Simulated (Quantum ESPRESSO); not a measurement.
# Ge (I4_1/amd) in Quantum ESPRESSO: single point with PBEsol

Aim: the single point of Ge with PBEsol.

All numbers are computed with Quantum ESPRESSO 7.5; they aren't measurements. Logs are shortened: lines on timing, memory, paths and dates and some standing lists are left out, and cuts for length are marked.

## Step 1: The crystal as given

It takes space group I4_1/amd (No. 141, tetragonal). The conventional cell has a = 4.097 Å, b = 4.097 Å, c = 5.530 Å, α = 90.00°, β = 90.00°, γ = 90.00°. Ge (site symmetry -4m2) has 4 Ge at 2.47 Å as nearest neighbours.

This isn't the form of Ge at room conditions, which is diamond.

## Step 2: Single point, PBEsol

pw.in

```
&CONTROL
  calculation = 'scf'
  prefix = 'pwscf'
  outdir = './tmp'
  pseudo_dir = './pseudo'
  tprnfor = .true.
  tstress = .true.
  disk_io = 'nowf'
/
&SYSTEM
  ibrav = 0
  nat = 2
  ntyp = 1
  ecutwfc = 78
  nbnd = 21
  occupations = 'smearing'
  smearing = 'gaussian'
  degauss = 0.00073499
/
&ELECTRONS
  conv_thr = 4d-10
  electron_maxstep = 120
  mixing_beta = 0.5
/
ATOMIC_SPECIES
Ge    72.6300 Ge.upf
CELL_PARAMETERS angstrom
   0.0000000000    2.8968000000    2.7650240000
   2.8968000000    0.0000000000    2.7650240000
   2.8968000000    2.8968000000    0.0000000000
ATOMIC_POSITIONS crystal
Ge     0.0000000000    0.0000000000    0.0000000000
Ge     0.2500000000    0.2500000000    0.2500000000
K_POINTS automatic
10 10 10 0 0 0
```

Potentials or basis: PseudoDojo 0.4.1 SR PBEsol standard.

Command:

```sh
$ OMP_NUM_THREADS=1 pw.x -in pw.in > pw.out
```

pw.out:

```text
This program is part of the open-source Quantum ESPRESSO suite
     for quantum simulation of materials; please cite
[... 9 lines left out ...]
     --------------------
     sticks:   dense  smooth     PW     G-vecs:    dense   smooth      PW
     Sum        1253    1253    369                29193    29193    4707

     Using Slab Decomposition

     bravais-lattice index     =            0
     lattice parameter (alat)  =       7.5676  a.u.
     unit-cell volume          =     313.1573 (a.u.)^3
     number of atoms/cell      =            2
     number of atomic types    =            1
     number of electrons       =        28.00
     number of Kohn-Sham states=           21
     kinetic-energy cutoff     =      78.0000  Ry
     charge density cutoff     =     312.0000  Ry
     scf convergence threshold =      4.0E-10
     mixing beta               =       0.5000
     number of iterations used =            8  plain     mixing
     Exchange-correlation= PBESOL
                           (   1   4  10   8   0   0   0)

     celldm(1)=   7.567594  celldm(2)=   0.000000  celldm(3)=   0.000000
     celldm(4)=   0.000000  celldm(5)=   0.000000  celldm(6)=   0.000000

     crystal axes: (cart. coord. in units of alat)
               a(1) = (   0.000000   0.723368   0.690462 )
               a(2) = (   0.723368   0.000000   0.690462 )
               a(3) = (   0.723368   0.723368   0.000000 )

     reciprocal axes: (cart. coord. in units 2 pi/alat)
               b(1) = ( -0.691211  0.691211  0.724153 )
               b(2) = (  0.691211 -0.691211  0.724153 )
               b(3) = (  0.691211  0.691211 -0.724153 )

     PseudoPot. # 1 for Ge read from file:
     Ge.upf
     Pseudo is Norm-conserving + core correction, Zval = 14.0
     Generated using ONCVPSP code by D. R. Hamann
     Using radial grid of 1560 points,  6 beta functions with:
                l(1) =   0
                l(2) =   0
                l(3) =   1
                l(4) =   1
                l(5) =   2
                l(6) =   2

     atomic species   valence    mass     pseudopotential
     Ge               14.00    72.63000     Ge( 1.00)

     16 Sym. Ops., with inversion, found ( 8 have fractional translation)

   Cartesian axes

     site n.     atom                  positions (alat units)
         1        Ge     tau(   1) = (   0.0000000   0.0000000   0.0000000  )
         2        Ge     tau(   2) = (   0.3616842   0.3616842   0.3452311  )

     number of k points=   102  Gaussian smearing, width (Ry)=  0.0007

     Number of k-points >= 100: set verbosity='high' to print them.

     Dense  grid:    29193 G-vectors     FFT dimensions: (  48,  48,  48)

     Initial potential from superposition of free atoms

     starting charge      27.9985, renormalised to      28.0000
     Starting wfcs are   18 randomized atomic wfcs +    3 random wfcs

     Self-consistent Calculation

     iteration #  1     ecut=    78.00 Ry     beta= 0.50
     Davidson diagonalization with overlap
     ethr =  1.00E-02,  avg # of iterations =  5.2

     Threshold (ethr) on eigenvalues was too large:
     Diagonalizing with lowered threshold

     Davidson diagonalization with overlap
     ethr =  1.11E-04,  avg # of iterations =  3.5

     total energy              =    -356.80617554 Ry
     estimated scf accuracy    <       0.03160857 Ry

     iteration #  2     ecut=    78.00 Ry     beta= 0.50
     Davidson diagonalization with overlap
     ethr =  1.13E-04,  avg # of iterations =  1.0

     total energy              =    -356.80539425 Ry
     estimated scf accuracy    <       0.00573641 Ry

     iteration #  3     ecut=    78.00 Ry     beta= 0.50
     Davidson diagonalization with overlap
     ethr =  2.05E-05,  avg # of iterations =  2.3

     total energy              =    -356.80572203 Ry
     estimated scf accuracy    <       0.00007998 Ry

     iteration #  4     ecut=    78.00 Ry     beta= 0.50
     Davidson diagonalization with overlap
     ethr =  2.86E-07,  avg # of iterations =  4.7

     total energy              =    -356.80573429 Ry
     estimated scf accuracy    <       0.00000671 Ry

     iteration #  5     ecut=    78.00 Ry     beta= 0.50
     Davidson diagonalization with overlap
     ethr =  2.39E-08,  avg # of iterations =  1.4

     total energy              =    -356.80573442 Ry
     estimated scf accuracy    <       0.00000051 Ry

     iteration #  6     ecut=    78.00 Ry     beta= 0.50
     Davidson diagonalization with overlap
     ethr =  1.83E-09,  avg # of iterations =  2.0

     total energy              =    -356.80573465 Ry
     estimated scf accuracy    <       0.00000012 Ry

     iteration #  7     ecut=    78.00 Ry     beta= 0.50
     Davidson diagonalization with overlap
     ethr =  4.21E-10,  avg # of iterations =  2.0

     total energy              =    -356.80573467 Ry
     estimated scf accuracy    <          1.3E-09 Ry

     iteration #  8     ecut=    78.00 Ry     beta= 0.50
     Davidson diagonalization with overlap
     ethr =  4.75E-12,  avg # of iterations =  2.1

     total energy              =    -356.80573467 Ry
     estimated scf accuracy    <          5.5E-10 Ry

     iteration #  9     ecut=    78.00 Ry     beta= 0.50
     Davidson diagonalization with overlap
     ethr =  1.95E-12,  avg # of iterations =  1.0

     End of self-consistent calculation

     Number of k-points >= 100: set verbosity='high' to print the bands.

     the Fermi energy is     9.0346 ev

!    total energy              =    -356.80573467 Ry
     estimated scf accuracy    <          8.0E-11 Ry
     smearing contrib. (-TS)   =      -0.00000000 Ry
     internal energy E=F+TS    =    -356.80573467 Ry

     The total energy is F=E-TS. E is the sum of the following terms:
     one-electron contribution =    -186.01292682 Ry
     hartree contribution      =     111.51754616 Ry
     xc contribution           =     -86.35687640 Ry
     ewald contribution        =    -195.95347761 Ry

     convergence has been achieved in   9 iterations

     Forces acting on atoms (cartesian axes, Ry/au):

     atom    1 type  1   force =    -0.00000000    0.00000000   -0.00000000
     atom    2 type  1   force =     0.00000000   -0.00000000    0.00000000

     Total force =     0.000000     Total SCF correction =     0.000000

     Computing stress (Cartesian axis) and pressure

          total   stress  (Ry/bohr**3)                   (kbar)     P=      -10.38
  -0.00013879   0.00000000  -0.00000000          -20.42        0.00       -0.00
   0.00000000  -0.00013879  -0.00000000            0.00      -20.42       -0.00
  -0.00000000   0.00000000   0.00006592           -0.00        0.00        9.70

=------------------------------------------------------------------------------=
   JOB DONE.
=------------------------------------------------------------------------------=
```

Wall time 2.4 min (1 thread of Intel Xeon Platinum 8375C at 2.90GHz (Ice Lake), shared host); peak memory 0.18 GiB.

Results:

```yaml
Free_energy: -4854.5893 eV
Pressure: -1.0 GPa
Band_gap_on_the_k_mesh: 0.11 eV, indirect (least direct gap 0.34 eV)
```

A k mesh can miss the band edges. PBEsol gaps usually lie below the measured ones, often by a third to a half.
